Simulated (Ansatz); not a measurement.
**GeOF (doublet): wave-function methods side by side at a displaced geometry (v1), cc-pVDZ**

One table from this session's results is given with a row withheld; the runs are named, their logs left out.

Computed with Ansatz 0.2.0, Gaussian basis. Level: cc-pVDZ, core rule «outside noble gas», up to 16 orbitals frozen.

The runs, in order: UHF; CCSD(T) on ROHF; CCSD(T) on UHF; BCCD(T) on ROHF; CISD; CCSDT(Q) on ROHF; CCSDT(Q) on UHF; CASSCF and MRCISD+Q, 15 electrons in 11 orbitals; CASSCF and NEVPT2, 15 electrons in 11 orbitals.

25 further runs of the same task are left out: 2 for a known fault of the program, 12 that didn't finish, 11 set aside as unsound or not needed.

## The geometry

The geometry is a PBE0/def2-TZVP stationary point (not a proven minimum) with its atoms shifted at random (size 0.040 Å). No spin-orbit coupling is included. The filled d shell of Ge may be among the frozen orbitals whatever the setting's name suggests; the logs give the count.

3 atoms, charge 0, spin multiplicity 2.

Atoms are counted from 1 here; the program's logs count them from 0.

Bond lengths: F1–Ge3 1.769 Å, O2–Ge3 1.604 Å. Angles: F1–Ge3–O2 119.9°.

Set-up of the first run:

in.yaml reads:

```yaml
crystal:
  periodic: [false, false, false]
  atoms:
    - {symbol: F, position_ang: [-0.031683, 0.508162, 1.505600]}
    - {symbol: O, position_ang: [-0.032516, 0.624166, -1.413476]}
    - {symbol: Ge, position_ang: [0.015448, -0.270382, -0.082451]}
basis:
  gaussian: {orbitals: cc-pVDZ}
magnetization: {spin_polarized: true, initial_magnetization: 1}
hamiltonian: {xc: hf}
output: {orbitals: {seedname: orbitals}}
```

Command:

```console
$ ansatz run in.yaml --threads 1 --pin off --events-out ev --progress --plain --max-ram 2393MiB
```

Steps of the session up to this table: UHF; CCSD(T) on ROHF; CCSD(T) on UHF; BCCD(T) on ROHF; CISD; CCSDT(Q) on ROHF; CCSDT(Q) on UHF; CASSCF and MRCISD+Q, 15 electrons in 11 orbitals; CASSCF and NEVPT2, 15 electrons in 11 orbitals.

One of the session's tables, all rows but one given; the rest of the session is left out.

```
          method  from RCCSDT(Q) (kcal/mol)
            ROHF                          ?
             UHF                    +294.78
            RMP2                     +35.25
            UMP2                     +29.44
           RCCSD                     +11.59
           UCCSD                     +11.23
        RCCSD(T)                      +3.49
        UCCSD(T)                      +3.16
         BCCD(T)                      +2.34
          RCCSDT                      +1.86
          UCCSDT                      +1.71
       RCCSDT(Q)                          0
       UCCSDT(Q)                      -0.02
  CASSCF valence                    +223.98
  NEVPT2 valence                     +35.00
  MRCISD valence                     +21.16
MRCISD+Q valence                      +5.78
```

Q: Estimate the row for ROHF from the others.

The run gave: from RCCSDT(Q) (kcal/mol): +300.39. In the column «from RCCSDT(Q) (kcal/mol)» it is the highest.

Not comparable, so not listed: CISD (they don't share determinant, frozen orbitals or solution with the rows shown, or repeat one).

To keep in mind: Restricted and unrestricted rows rest on different reference determinants; where their highest levels disagree by more than a few hundredths of an eV, they describe different states and don't form one ladder.
